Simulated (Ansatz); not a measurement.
**TiNi under changes of volume**

One of the cells (13.383 Å³/atom); the others are scaled copies at fixed shape and fractional positions:

```
Ni Ti
1.0
     4.08604    0.00000    0.00000
     0.00000    2.85620    0.00000
     0.00000    0.00000    4.58676
Ni Ti
2 2
Direct
  0.75000 0.00000 0.82097
  0.25000 0.00000 0.17903
  0.75000 0.50000 0.27441
  0.25000 0.50000 0.72559
```

The cell comes from a database or a generator and needn't be the stable form of this composition.

- Program: Ansatz 0.2.0
- Functional: PBEsol
- Potentials or basis: all-electron LAPW, scalar-relativistic
- Cutoff: 294 eV (chosen from the basis error)
- Basis error allowed: 0.001 eV/atom
- k mesh: 7 × 9 × 6
- Occupations: fermi-dirac, width 0.05 eV
- Spin: collinear spin, ferromagnetic start
- Starting moments: [1.0, 1.0, 1.0, 1.0] μB

```csv
volume (Å³/atom),energy over the lowest point (meV/atom),pressure (GPa),largest force (eV/Å)
12.580,?,?,?
12.847,4.12,4.4,0.203
13.115,0.00,0.6,0.139
13.383,1.97,-2.9,0.081
13.650,9.43,-6.0,0.091
13.918,21.81,-8.8,0.171
14.185,38.62,-11.3,0.244
```

Q: What does the run at 12.580 Å³/atom give?

A: Energy over the lowest point 15.02 meV/atom; pressure 8.7 GPa; largest force 0.313 eV/Å.

Worked out: A Birch-Murnaghan fit of order 3 (a polynomial in V^(-2/3)) to the other rows has its minimum at 13.16 Å³/atom with B0 = V·E''(V) = 176 GPa and B' = 4.2 at fixed shape and positions, which overstates the stiffness. It gives 14.96 meV/atom at 12.580 Å³/atom, against the run's 15.02, and -dE/dV = 8.7 GPa, against 8.7.

Energies are extrapolated to zero smearing.

Caveats: the starting moments weren't kept.

The runs don't all hold the same shells in valence.
